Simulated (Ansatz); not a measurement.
**C₂H₈AlGa: one species, many methods**

An exercise on one series of results from a longer session: the logs are not shown, and one member is left open.

Method: functionals in def2-TZVPP, the program's frozen cores in correlated methods; program: Ansatz 0.2.0, Gaussian basis.

The runs, in order: LDA (SPW92), PBE-D4, revPBE-D4, BLYP-D4, r2SCAN-D4, B97M-V, PBE0-D4, B3LYP-D4, r2SCANh-D4, r2SCAN0-D4, HSE06-D4, BHLYP-D4, CAM-B3LYP-D4, LC-ωPBE, ωB97X-V, ωB97M-V, B2PLYP, PBE-QIDH; CCSD(T)/def2-SVP; CCSD(T)/def2-TZVPP; RPA on PBE.

2 further runs of the same task are left out: 2 that didn't finish.

### The geometry

An earlier PBE0-D4 in a triple-zeta def2 set relaxation fixed the geometry.

SMILES `[AlH2][CH2][CH2][GaH2]`, 12 atoms, charge 0, spin multiplicity 1.

Atoms are counted from 1 here; the program's logs count them from 0.

Bond lengths: Al1–C2 1.962 Å, Al1–H5 1.593 Å, Al1–H6 1.592 Å, C2–C3 1.534 Å, C2–H7 1.099 Å, C2–H8 1.099 Å, C3–Ga4 1.979 Å, C3–H9 1.098 Å, C3–H10 1.097 Å, Ga4–H11 1.577 Å, Ga4–H12 1.577 Å. Angles: C2–Al1–H5 120.5°, C2–Al1–H6 120.2°, H5–Al1–H6 119.3°, Al1–C2–C3 116.1°, Al1–C2–H7 107.6°, Al1–C2–H8 107.5°, C3–C2–H7 110.8°, C3–C2–H8 110.8°, H7–C2–H8 103.2°, C2–C3–Ga4 116.3°, C2–C3–H9 111.2°, C2–C3–H10 111.2°, Ga4–C3–H9 106.7°, Ga4–C3–H10 106.9°, H9–C3–H10 103.6°, C3–Ga4–H11 119.9°, C3–Ga4–H12 121.0°, H11–Ga4–H12 119.1°.

Set-up of the first run:

in.yaml

```yaml
crystal:
  periodic: [false, false, false]
  atoms:
    - {symbol: Al, position_ang: [-1.694503, 1.491300, 0.834963]}
    - {symbol: C, position_ang: [-0.687156, 0.220780, -0.270622]}
    - {symbol: C, position_ang: [0.684395, -0.204908, 0.268579]}
    - {symbol: Ga, position_ang: [1.697145, -1.501432, -0.831917]}
    - {symbol: H, position_ang: [-3.122713, 2.017160, 0.365485]}
    - {symbol: H, position_ang: [-1.089307, 2.006717, 2.214462]}
    - {symbol: H, position_ang: [-0.593690, 0.656717, -1.275042]}
    - {symbol: H, position_ang: [-1.330383, -0.654865, -0.436449]}
    - {symbol: H, position_ang: [0.598052, -0.642659, 1.271356]}
    - {symbol: H, position_ang: [1.338220, 0.663044, 0.420811]}
    - {symbol: H, position_ang: [1.066350, -2.064461, -2.163295]}
    - {symbol: H, position_ang: [3.133591, -1.987403, -0.398322]}
basis:
  gaussian: {orbitals: def2-TZVPP}
hamiltonian: {xc: lda}
output: {orbitals: {seedname: orbitals}}
```

Steps of the session up to this table: LDA; PBE-D4 (GGA); revPBE-D4 (GGA); BLYP-D4 (GGA); r2SCAN-D4 (meta-GGA); B97M-V (meta-GGA); PBE0-D4 (hybrid); B3LYP-D4 (hybrid); r2SCANh-D4 (hybrid); r2SCAN0-D4 (hybrid); HSE06-D4 (hybrid); BHLYP-D4 (hybrid); CAM-B3LYP-D4 (range-separated); LC-ωPBE (range-separated); ωB97X-V (range-separated); ωB97M-V (range-separated); B2PLYP (double hybrid); PBE-QIDH (double hybrid).

One table of the session follows, with a row left open; its other results are not shown here.

It belongs to the step «Orbital energies across the functionals». 

```
  functional  HOMO (eV)  LUMO (eV)  gap (eV)
 LDA (SPW92)      -5.76      -2.60      3.15
      PBE-D4      -5.63      -2.33      3.29
   revPBE-D4      -5.57      -2.21      3.37
     BLYP-D4      -5.51      -2.27      3.24
   r2SCAN-D4      -5.81      -2.03      3.79
      B97M-V      -5.93      -2.28      3.65
     PBE0-D4      -6.73      -1.52      5.20
    B3LYP-D4      -6.55      -1.79      4.76
  r2SCANh-D4      -6.23      -1.75      4.48
  r2SCAN0-D4          ?          ?         ?
    HSE06-D4      -6.33      -1.89      4.44
    BHLYP-D4      -7.76      -0.77      6.98
CAM-B3LYP-D4      -8.03      -0.64      7.39
     LC-ωPBE      -9.33       0.54      9.87
     ωB97X-V      -8.99       0.38      9.37
     ωB97M-V      -8.86       0.10      8.96
```

Estimate the missing values for r2SCAN0-D4.

Worked estimate for «HOMO (eV)». Against the share of exact exchange, r2SCAN-D4 (0, -5.81), r2SCANh-D4 (0.1, -6.23) give a slope of -4.20 per unit share; at 0.25 the line stands at -6.86.

**Answer.** HOMO (eV): -6.86; LUMO (eV): -1.35; gap (eV): 5.51. In «HOMO (eV)» the line misses by 0.00.
